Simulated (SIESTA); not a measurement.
The system is NiMoIrPdW.

```
Ni Mo Pd Ir W
1.0
     4.11705    0.00000    0.00000
    -2.05853    3.56547    0.00000
     0.00000    0.00000    5.44580
Ni Mo Pd Ir W
1 1 1 1 1
Cartesian
  0.0000 0.0000 5.2157
  2.0585 1.1885 5.2367
  2.0585 1.1885 2.5211
  0.0000 2.3770 3.9521
  0.0000 2.3770 1.2875
```

The cell was built by a generator and needn't be a form met in nature.

Base run:

```yaml
Program: SIESTA 5.4.2
Functional: PBE
Potentials_or_basis: PseudoDojo 0.4 standard (PBE files)
Basis: DZ (energy shift 0.003 Ry; two zetas on semicore shells)
Grid_cutoff: 800 Ry
Energy_shift: 0.003 Ry
k_mesh: 8 × 8 × 5
Occupations: fermi-dirac, width 0.05 eV
Spin: collinear spin, ferromagnetic start
Starting_moments: "[1.0, 1.0, 0.0, 0.6, 0.0] μB"
```

Its results: band gap on the k mesh none (metal or under the smearing width); pressure -1.5 GPa; net moment 0.00 μB per cell; largest force 0.268 eV/Å.

The run is repeated on the same cell with these changes: basis from DZ (energy shift 0.003 Ry; two zetas on semicore shells) to DZP (energy shift 0.003 Ry; two zetas on semicore shells). What comes out?

Band gap on the k mesh none (metal or under the smearing width); pressure 2.7 GPa; net moment 0.00 μB per cell; largest force 0.133 eV/Å.

Caveats: short orbitals over semicore shells can move pressures by several GPa; the valence orbitals were made in a potential fitted to the semicore shell under them, which widens gaps by tenths of an eV or more; spin-orbit coupling is left out, which moves the levels of the heavy elements; the basis of atomic orbitals isn't converged, which shifts pressures, moduli and gaps; the basis has no polarisation orbitals (some runs).
